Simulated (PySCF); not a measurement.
# [Pb(CCH)]+: other functionals and bases at one geometry

How far do other levels of theory move the description of [Pb(CCH)]+, and what does each cost? The structure is generated, not taken from experiment.

The runs use PySCF 2.14.0; several levels, as the steps say, no spin–orbit coupling.

4 further runs of the same task are left out: 2 for a known fault of the program, 1 that didn't finish, 1 set aside as unsound or not needed. Runs told in other sessions of the task aren't counted.

## (1) Starting geometry

4 atoms, charge 1, spin multiplicity 1.

Bond lengths: Pb1–C2 2.169 Å, C2–C3 1.233 Å, C3–H4 1.082 Å. Angles: Pb1–C2–C3 180.0°, C2–C3–H4 180.0°.

Geometry (Å):

```
Pb    0.0000    0.0000   -0.1847
C     0.0000    0.0000    1.9843
C     0.0000    0.0000    3.2169
H     0.0000    0.0000    4.2989
```

Formal oxidation states: Pb +2. An earlier session relaxed this geometry at r2SCAN, Pb def2-SVP with ECP60, C def2-SVP, H def2-SVP (singlet, point group C∞v).

At r2SCAN on the finer grid: E = -269.320786 Eh, HOMO -12.37 eV, LUMO -9.10 eV, Mulliken charge on Pb1 +1.09 e, largest force component 0.026 eV/Å. 

Levels to run: HF; CAM-B3LYP; B3LYP; revPBE; r2SCAN, TZVP; r2SCAN, x2c-SVP. Hardware: 2 threads of Arm Neoverse V2, shared host.

## (2) HF

Contents of run.py (the lines that set the calculation):

```python
mol = gto.M(atom='''
Pb     0.00000     0.00000    -0.18468
C      0.00000     0.00000     1.98427
C      0.00000     0.00000     3.21686
H      0.00000     0.00000     4.29888''',
    basis={'Pb': 'def2-SVP', 'C': 'def2-SVP', 'H': 'def2-SVP'},
    ecp={'Pb': 'def2-SVP'},
    charge=1, spin=0)
mf = scf.RHF(mol)
mf = mf.density_fit()  # fitting sets: Pb def2-universal-JKFIT, C def2-universal-JKFIT, H def2-universal-JKFIT
mf.conv_tol = 1e-08; mf.max_cycle = 55
mf.kernel(dm0)  # dm0: the density of the relaxed state
```

Started as:

```
$ OMP_NUM_THREADS=2 python run.py
```

## (3) CAM-B3LYP

Edit run.py (the lines that set the calculation) of step 2 so:

```diff
@@ -8,3 +8,4 @@
     charge=1, spin=0)
-mf = scf.RHF(mol)
+mf = dft.RKS(mol, xc='CAMB3LYP')
+mf.grids.atom_grid = (75, 302)
 mf = mf.density_fit()  # fitting sets: Pb def2-universal-JKFIT, C def2-universal-JKFIT, H def2-universal-JKFIT
```

## (4) B3LYP

Edit run.py (the lines that set the calculation) of step 3 so:

```diff
@@ -8,3 +8,3 @@
     charge=1, spin=0)
-mf = dft.RKS(mol, xc='CAMB3LYP')
+mf = dft.RKS(mol, xc='B3LYP')
 mf.grids.atom_grid = (75, 302)
```

## (5) revPBE

Edit run.py (the lines that set the calculation) of step 4 so:

```diff
@@ -8,3 +8,3 @@
     charge=1, spin=0)
-mf = dft.RKS(mol, xc='B3LYP')
+mf = dft.RKS(mol, xc='PBE_R,PBE')
 mf.grids.atom_grid = (75, 302)
```

## (6) r2SCAN, TZVP

Basis: Pb def2-TZVP with ECP60, C def2-TZVP, H def2-TZVP. 

Contents of run.py (the lines that set the calculation):

```python
mol = gto.M(atom='''
Pb     0.00000     0.00000    -0.18468
C      0.00000     0.00000     1.98427
C      0.00000     0.00000     3.21686
H      0.00000     0.00000     4.29888''',
    basis={'Pb': 'def2-TZVP', 'C': 'def2-TZVP', 'H': 'def2-TZVP'},
    ecp={'Pb': 'def2-TZVP'},
    charge=1, spin=0)
mf = dft.RKS(mol, xc='R2SCAN')
mf.grids.atom_grid = (75, 302)
mf = mf.density_fit()  # fitting sets: Pb def2-universal-JKFIT, C def2-universal-JKFIT, H def2-universal-JKFIT
mf.conv_tol = 1e-08; mf.max_cycle = 55
mf.kernel(dm0)  # dm0: free metal ions and neutral atoms
```

## (7) r2SCAN, x2c-SVP

Basis: Pb x2c-SVPall, C x2c-SVPall, H x2c-SVPall. All electrons are treated, with the spin-free X2C Hamiltonian.

Contents of run.py (the lines that set the calculation):

```python
mol = gto.M(atom='''
Pb     0.00000     0.00000    -0.18468
C      0.00000     0.00000     1.98427
C      0.00000     0.00000     3.21686
H      0.00000     0.00000     4.29888''',
    basis={'Pb': 'x2c-SVPall', 'C': 'x2c-SVPall', 'H': 'x2c-SVPall'},
    nucmod='G',
    charge=1, spin=0)
mf = dft.RKS(mol, xc='R2SCAN')
mf.grids.atom_grid = (99, 590)
mf = mf.density_fit()  # fitting sets: Pb AutoAux, C AutoAux, H AutoAux
mf = mf.sfx2c1e()
mf.conv_tol = 1e-08; mf.max_cycle = 55
mf.kernel(dm0)  # dm0: free metal ions and neutral atoms
```

**Question.** What will these runs give? Wanted: for each run, HOMO; gap; charge on Pb1; dipole; largest force component.

The runs gave:

| level | state | HOMO (eV) | gap (eV) | charge on Pb1 (e) | dipole (D) | largest force component (eV/Å) | basis functions | time |
| --- | --- | --- | --- | --- | --- | --- | --- | --- |
| r2SCAN (relaxed here) | singlet | -12.37 | 3.27 | 1.09 | 1.16 | 0.03 | 59 | 4.7 s |
| HF | singlet | -15.54 | 9.83 | 1.27 | 0.49 | 2.74 | 59 | 0.4 s |
| CAM-B3LYP | singlet | -14.45 | 6.75 | 1.08 | 0.84 | 1.10 | 59 | 1.3 s |
| B3LYP | singlet | -12.99 | 4.15 | 1.06 | 1.12 | 0.37 | 59 | 1 s |
| revPBE | singlet | -12.10 | 2.92 | 1.04 | 1.27 | 0.78 | 59 | 1.1 s |
| r2SCAN, TZVP | singlet | -12.32 | 3.23 | 1.30 | 1.10 | 0.69 | 118 | 6 s |
| r2SCAN, x2c-SVP | singlet | -12.36 | 3.24 | 1.15 | 1.13 | 0.44 | 95 | 14 s |

Times are on 2 threads of Arm Neoverse V2, shared host; the first row also made further properties. The dipole of a charged species depends on the origin, so these sizes hold for this origin alone.

In one basis the HOMO–LUMO gap runs from 2.92 eV (revPBE) to 9.83 eV (HF). The largest leftover force, 2.74 eV/Å with HF, stands at a geometry relaxed at another level. The Mulliken charge on Pb spans +1.04 to +1.30 e over the levels. Total energies of different levels can't be compared. Spin–orbit coupling is left out throughout.
